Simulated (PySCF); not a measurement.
**KSi (quartet) under other conditions**

One physical setting of the base script is moved in each run, with the edits that it forces.

Program: PySCF 2.14.0. Level of theory: each script names its method and basis. These are calculated values, not measurements.

4 further runs of the same task are left out: 4 that didn't finish.

## 1. Where the work starts

KSi (quartet): 2 atoms, charge 0, spin multiplicity 4.

Bond lengths: K1–Si2 2.754 Å.

## 2. The base run

input.py

```python
from pyscf import gto, scf, mp

mol = gto.M(
    atom='K 0 0 0; Si 0 0 2.754',
    basis='sbkjc',
    ecp={'K': 'sbkjc', 'Si': 'sbkjc'},
    charge=0,
    spin=3,
    verbose=3,
)
mf = scf.UHF(mol)
mf = mf.density_fit(auxbasis='def2-universal-jkfit')
mf.kernel()
mp.MP2(mf).kernel()
mf.dip_moment()
print('orbital energies (hartree):', [e[max(0, n-3):n+3].round(4) for e, n in zip(mf.mo_energy, mol.nelec)])
```

Started as:

```bash
$ OMP_NUM_THREADS=1 python input.py
```

The log of this run is left out.

It gives: E(SCF) = -3.831045 Eh, E(MP2) − E(SCF) = -0.01254 Eh, ⟨S²⟩ = 3.751, μ = 10.27 D (of the SCF density).

The bond length is a typed value, not an optimised one. The quartet is typed in the script; nothing here shows that it is the ground state.

## 3. Electric field 0.05 a.u.

Variant 1 changes electric field: none → 0.05 a.u.

input.py

```python
from pyscf import gto, scf, mp

mol = gto.M(
    atom='K 0 0 0; Si 0 0 2.754',
    basis='sbkjc',
    ecp={'K': 'sbkjc', 'Si': 'sbkjc'},
    charge=0,
    spin=3,
    verbose=3,
)
mf = scf.UHF(mol)
mf = mf.density_fit(auxbasis='def2-universal-jkfit')
field = 0.05  # electric field along z, atomic units
h = mf.get_hcore() + field*mol.intor('int1e_r')[2]
mf.get_hcore = lambda *args: h
e_nuc = mol.energy_nuc() - field*mol.atom_charges() @ mol.atom_coords()[:, 2]
mf.energy_nuc = lambda *args: e_nuc
mf.kernel()
mp.MP2(mf).kernel()
mf.dip_moment()
print('orbital energies (hartree):', [e[max(0, n-3):n+3].round(4) for e, n in zip(mf.mo_energy, mol.nelec)])
```

Started as:

```bash
$ OMP_NUM_THREADS=1 python input.py
```

## 4. PCM, ε = 20.5

Variant 2 changes solvent: none (gas phase) → PCM, ε = 20.5; step after the SCF: mp2 → analyze.

Changes to input.py since step 2:

```diff
@@ -1,2 +1,2 @@
-from pyscf import gto, scf, mp
+from pyscf import gto, scf, solvent
 
@@ -12,4 +12,6 @@
 mf = mf.density_fit(auxbasis='def2-universal-jkfit')
+mf = solvent.PCM(mf)
+mf.with_solvent.eps = 20.5
 mf.kernel()
-mp.MP2(mf).kernel()
+mf.mulliken_pop()
 mf.dip_moment()
```

## 5. PCM, ε = 32.6

Variant 3 changes solvent: none (gas phase) → PCM, ε = 32.6; step after the SCF: mp2 → analyze.

Changes to input.py since step 2:

```diff
@@ -1,2 +1,2 @@
-from pyscf import gto, scf, mp
+from pyscf import gto, scf, solvent
 
@@ -12,4 +12,6 @@
 mf = mf.density_fit(auxbasis='def2-universal-jkfit')
+mf = solvent.PCM(mf)
+mf.with_solvent.eps = 32.6
 mf.kernel()
-mp.MP2(mf).kernel()
+mf.mulliken_pop()
 mf.dip_moment()
```

Q: Predict the outcome of this session. Wanted: for each run, E(SCF); from base; SCF dipole; after the SCF.

**Answer**, as computed:

```
                     run  E(SCF) (hartree)  from base (eV)  SCF dipole (D)              after the SCF
                    base         -3.831045               0           10.27  MP2 correlation -0.341 eV
electric field 0.05 a.u.         -4.066451         -6.4057           24.62  MP2 correlation -0.500 eV
           PCM, ε = 20.5         -3.853518         -0.6115           12.01                        n/a
           PCM, ε = 32.6         -3.854011         -0.6249           12.04                        n/a
```

In words: The largest comparable shift of the SCF energy, -6.406 eV, comes with the run “electric field 0.05 a.u.”. A continuum solvent with ε = 20.5 lowers the energy by 0.612 eV. A continuum solvent with ε = 32.6 lowers the energy by 0.625 eV.
